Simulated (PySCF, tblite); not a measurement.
# C5H9FSSi: geometry, infrared bands and NMR shifts

Aim: predict the infrared bands and NMR shifts of C5H9FSSi (`C[C@@H]1C[Si@@H](F)CC1=S`).

Computed with tblite 0.8.0 and PySCF 2.14.0, with density-fitted response routines of our own, on a single molecule in the gas phase. Atoms count from 0, in the outputs and in this text.

### 1 Starting geometry

17 atoms, charge 0, multiplicity 1; geometry from: force field or distance geometry start.

Bonds of the start (Å): C0–C1 1.55, C1–C2 1.47, C2–Si3 1.89, Si3–F4 1.65, Si3–C5 1.89, C5–C6 1.47, C6–S7 1.45, C6–C1 1.45, C0–H8 1.11, C0–H9 1.11, C0–H10 1.11, C1–H11 1.12, C2–H12 1.10, C2–H13 1.11, Si3–H14 1.47, C5–H15 1.10, C5–H16 1.12.

### 2 Geometry optimisation with GFN2-xTB

The job: settings as JSON, then the geometry in Å.

```
{"job": {"kind": "relax", "xc": "GFN2-xTB", "basis": "xTB"}, "charge": 0, "multiplicity": 1}
C      1.701400    -0.429100     0.478500
C      0.653500    -0.341200    -0.654900
C      0.276000     1.076000    -0.769100
Si    -1.011600     1.137400     0.613600
F     -2.170100     2.285800     0.346200
C     -1.610100    -0.626000     0.263100
C     -0.478900    -1.228500    -0.461500
S     -0.506100    -2.602800    -0.938400
H      1.218800    -0.809100     1.399200
H      2.568800    -1.033200     0.152500
H      2.080600     0.596900     0.638600
H      1.225100    -0.722600    -1.543400
H     -0.226500     1.344400    -1.704300
H      1.059900     1.799600    -0.478600
H     -0.400900     1.196400     1.944400
H     -1.941500    -1.153400     1.174600
H     -2.445400    -0.478500    -0.470400
```

The run is started by

```bash
$ OMP_NUM_THREADS=1 python probes_run.py task.json out
```

This one command runs all jobs of the session in turn.

**Question.** This job is followed by: GFN2-xTB harmonic vibrations, gas phase; GIAO PBE0/pcSseg-1 NMR shielding, non-relativistic, gas phase. Predict these results of the whole session: strongest single infrared mode (GFN2-xTB); zero-point energy (GFN2-xTB); 13C shifts against TMS (PBE0/pcSseg-1); 1H shifts against TMS (PBE0/pcSseg-1, means over atoms taken as alike); 29Si shifts against TMS (PBE0/pcSseg-1); 19F shifts against CFCl3 (PBE0/pcSseg-1); 33S shifts against CS2 (PBE0/pcSseg-1); surface potential, 1st and 99th percentile.

**Answer**, as computed:

| quantity | value |
| --- | --- |
| strongest single infrared mode (GFN2-xTB) | 2365 cm⁻¹, 300 km/mol |
| zero-point energy (GFN2-xTB) | 80.2 kcal/mol |
| 13C shifts against TMS (PBE0/pcSseg-1) | 286.8, 62.2, 40.3, 28.2, 27.2 ppm |
| 1H shifts against TMS (PBE0/pcSseg-1, means over atoms taken as alike) | 5.84, 3.62, 3.07, 2.71, 1.61, 1.26, 1.16 ppm |
| 29Si shifts against TMS (PBE0/pcSseg-1) | 33.3 ppm |
| 19F shifts against CFCl3 (PBE0/pcSseg-1) | -201.7 ppm |
| 33S shifts against CS2 (PBE0/pcSseg-1) | 981 ppm |
| surface potential, 1st and 99th percentile | -1.09 V and 1.44 V |

The optimisation took 128 steps and gained 1.590 eV; among the close pairs (by a distance rule), C6–S7 changed most, from 1.455 to 1.621 Å. No mode is imaginary among the 45: a minimum at this level. The strongest single mode, at 2365 cm⁻¹, moves mainly H14. Unscaled tight-binding wavenumbers are off by several per cent, some by more. Its intensities can rank the bands wrongly. C6 (thiocarbonyl carbon) lies farthest downfield among carbon, at 286.8 ppm; the small n→π* gap of C=S deshields it strongly. At PBE0/pcSseg-1: The widest tensor belongs to S7: span 2256 ppm, with a paramagnetic part of -1534 ppm. By nearest atom (PBE0/pcSseg-1), the HOMO sits on S7 81 % and the LUMO on C6 41 %; S7 38 %.
